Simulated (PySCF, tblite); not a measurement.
# C₆H₁₂OSi₂: geometry, infrared bands, NMR shifts, electronic excitations and core binding energies

Aim: predict the infrared bands, NMR shifts, electronic excitations and core binding energies of C₆H₁₂OSi₂ (`CC#C[Si@@H]1O[SiH2]C[C@@H]1C`).

Programs: tblite 0.8.0 and PySCF 2.14.0, with density-fitted response routines of our own. Each step states its level of theory. These are calculated values for one molecule in the gas phase, unless marked as measured. Atoms are numbered from 0 throughout.

## Step 1: The molecule as given

21 atoms, charge 0, multiplicity 1; geometry from: force field or distance geometry start.

Bonds of the start (Å): C0–C1 1.47, C1–C2 1.21, C2–Si3 1.84, Si3–O4 1.75, O4–Si5 1.74, Si5–C6 1.89, C6–C7 1.50, C7–C8 1.48, C7–Si3 1.84, C0–H9 1.12, C0–H10 1.10, C0–H11 1.11, Si3–H12 1.44, Si5–H13 1.48, Si5–H14 1.44, C6–H15 1.09, C6–H16 1.10, C7–H17 1.13, C8–H18 1.11, C8–H19 1.13, C8–H20 1.11.

## Step 2: Geometry optimisation with GFN2-xTB

Job settings and geometry (Å):

```
{"job": {"kind": "relax", "xc": "GFN2-xTB", "basis": "xTB"}, "charge": 0, "multiplicity": 1}
C      3.562100     0.714200    -0.886800
C      2.289200     0.707200    -0.147600
C      1.261500     0.668300     0.487800
Si    -0.332900     0.628200     1.396300
O     -0.302100    -0.903300     2.248900
Si    -0.232500    -1.900900     0.819600
C     -1.361000    -0.979400    -0.386100
C     -1.773600     0.288900     0.302200
C     -2.172100     1.402000    -0.593500
H      3.977200    -0.317600    -0.992500
H      4.302600     1.372900    -0.415500
H      3.328200     1.038100    -1.923900
H     -0.458700     1.765000     2.278300
H      1.125600    -1.740300     0.258300
H     -0.639900    -3.257800     1.057900
H     -2.167500    -1.690400    -0.593500
H     -0.784200    -0.728300    -1.291300
H     -2.656600     0.079300     0.983500
H     -1.455100     1.587500    -1.416700
H     -3.116700     1.083300    -1.115800
H     -2.402700     2.354600    -0.070100
```

Run with:

```sh
$ OMP_NUM_THREADS=1 python probes_run.py task.json out
```

This one command runs all jobs of the session in turn.

**Question.** This job is followed by: GFN2-xTB harmonic vibrations, gas phase; PBE0-D3(BJ)/def2-SVP geometry optimisation, gas phase; GIAO PBE0/pcSseg-1 NMR shielding, non-relativistic, gas phase; TDDFT CAM-B3LYP/def2-SVPD, vertical, gas phase, core orbitals frozen in the response; GIAO WP04/pcSseg-1 NMR shielding, non-relativistic, gas phase; delta-SCF UKS SCAN, pcX-2 on the ionised atom, pcseg-1 elsewhere, spin-free X2C. What will the session give for the following? strongest single infrared mode (GFN2-xTB); zero-point energy (GFN2-xTB); point group; rotational constants (main isotopes); ¹³C shifts against TMS (PBE0/pcSseg-1); ¹H shifts against TMS (PBE0/pcSseg-1, means over atoms taken as alike); ²⁹Si shifts against TMS (PBE0/pcSseg-1); ¹⁷O shifts against H2O (PBE0/pcSseg-1); surface potential, 1st and 99th percentile; lowest singlet (CAM-B3LYP/def2-SVPD); brightest single state of those computed; lowest triplet; vertical ionisation energy (ΔSCF); C1s binding energies, SCAN/pcX-2 (standing for 5 of 6 atoms); Si1s binding energies, SCAN/pcX-2; Si2p binding energies, SCAN/pcX-2; O1s binding energies, SCAN/pcX-2; range of the shift of O4.

As calculated:

| quantity | value |
| --- | --- |
| strongest single infrared mode (GFN2-xTB) | 919 cm⁻¹, 408 km/mol |
| zero-point energy (GFN2-xTB) | 99.7 kcal/mol |
| point group | C1 |
| rotational constants (main isotopes) | 1.66, 0.74, 0.62 GHz |
| ¹³C shifts against TMS (PBE0/pcSseg-1) | 113.4, 84.3, 19.6, 18.1, 17.9, 5.7 ppm |
| ¹H shifts against TMS (PBE0/pcSseg-1, means over atoms taken as alike) | 5.13, 4.97, 4.95, 1.97, 1.21, 0.92, 0.92, 0.86 ppm |
| ²⁹Si shifts against TMS (PBE0/pcSseg-1) | 0.6, -14.8 ppm |
| ¹⁷O shifts against H2O (PBE0/pcSseg-1) | 52.2 ppm |
| surface potential, 1st and 99th percentile | -1.49 V and 1.05 V |
| lowest singlet (CAM-B3LYP/def2-SVPD) | 5.77 eV (215 nm), f = 0.000 |
| brightest single state of those computed | state 8, 7.49 eV, f = 0.104 |
| lowest triplet | 4.86 eV |
| vertical ionisation energy (ΔSCF) | 9.49 eV |
| C1s binding energies, SCAN/pcX-2 (standing for 5 of 6 atoms) | C0 291.72, C8 290.42, C7 290.01, C6 289.98, C2 289.47 eV |
| Si1s binding energies, SCAN/pcX-2 | Si3 1846.82, Si5 1846.80 eV |
| Si2p binding energies, SCAN/pcX-2 | Si5 107.12, Si3 107.05 eV |
| O1s binding energies, SCAN/pcX-2 | O4 537.18 eV |
| range of the shift of O4 | 38.4 to 52.2 ppm |

The optimisation took 125 steps and gained 1.252 eV; among the close pairs (by a distance rule), Si3–O4 changed most, from 1.753 to 1.645 Å (GFN2-xTB). No mode is imaginary among the 57: a minimum at this level. The strongest single mode, at 919 cm⁻¹, moves mainly O4. Unscaled tight-binding wavenumbers are off by several per cent, some by more. Its intensities can rank the bands wrongly. Relaxing lowered the energy by 0.296 eV in 7 steps; the close pair that moved most is O4–Si5, from 1.627 to 1.682 Å (PBE0/def2-SVP). At PBE0/pcSseg-1: The largest span, 284 ppm, is at C1, where the paramagnetic term is -205 ppm. The lowest singlet, at 5.77 eV, is HOMO→LUMO 0.58 and is dark; of the 10 states computed, the strongest absorption comes from state 8 at 7.49 eV (the last state computed is bright too, and its partners may lie past the list). The lowest triplet lies 0.90 eV below the lowest singlet (triplets in Tamm-Dancoff, singlets in full TDDFT). The orbital energy would give 8.86 eV for ionisation, ΔSCF gives 9.49 eV. The C1s levels kept as sound span 2.25 eV, from C2 (alkyne carbon) up to C0 (propargylic methyl carbon). Only 5 of the 6 C atoms are covered by sound results. The Si1s levels computed lie within 0.02 eV of one another, too close to rank. Across the 2 runs the shift of O4 moves most, between 38.4 (WP04/pcSseg-1) and 52.2 ppm (PBE0/pcSseg-1). Most of that comes from the computed reference, not from the atom's own shielding.
